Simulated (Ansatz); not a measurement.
Runs of Ansatz 0.2.0 on GaB. It takes space group P4/mmm (No. 123, tetragonal). Conventional cell: a = 2.718 Å, b = 2.718 Å, c = 3.236 Å, α = 90.00°, β = 90.00°, γ = 90.00°. Around Ga (site symmetry 4/mmm) lie 8 B at 2.51 Å and 4 Ga at 2.72 Å. B (site symmetry 4/mmm) has 8 Ga at 2.51 Å and 4 B at 2.72 Å as nearest neighbours. The cell was built by a generator and needn't be a form met in nature.

```csv
task,level,cell,k mesh,cutoff (eV),points for each segment of the path,gap on the mesh (eV),pressure (GPa)
band structure,BLYP,as given,10 × 10 × 8,420,14,none,8.0
band structure,RPBE,as given,10 × 10 × 8,420,14,none,2.4
band structure,PBE,as given,10 × 10 × 8,420,14,none,-0.1
relaxation of cell and atoms,PBE,relaxed,10 × 10 × 8,420,-,none,0.0
band structure,r2SCAN,as given,10 × 10 × 8,500,14,none,(a)
band structure,revPBE,as given,10 × 10 × 8,420,14,none,(b)
band structure,PBEsol,as given,10 × 10 × 8,420,14,none,-4.2
band structure,r2SCAN,as given,7 × 7 × 6,500,14,none,-2.0
```

Alike in all rows: potentials or basis Ansatz PAW; no spin polarisation; smearing fermi-dirac 0.05 eV.

Question: Estimate the missing entries.

Answer: (a) -2.9; (b) 1.8.

Caveats: the PAW data sets come from PBE, with cores solved anew for the run's functional, which leaves a small shift of forces and pressure (some runs); the plane-wave basis is chosen anew once the cell has moved, so the energies of steps on either side of that aren't comparable (some runs).

A k mesh can miss the band edges, and the runs leave out spin-orbit coupling on Ga.

A gap of «none» marks a metal or a gap under the smearing width.
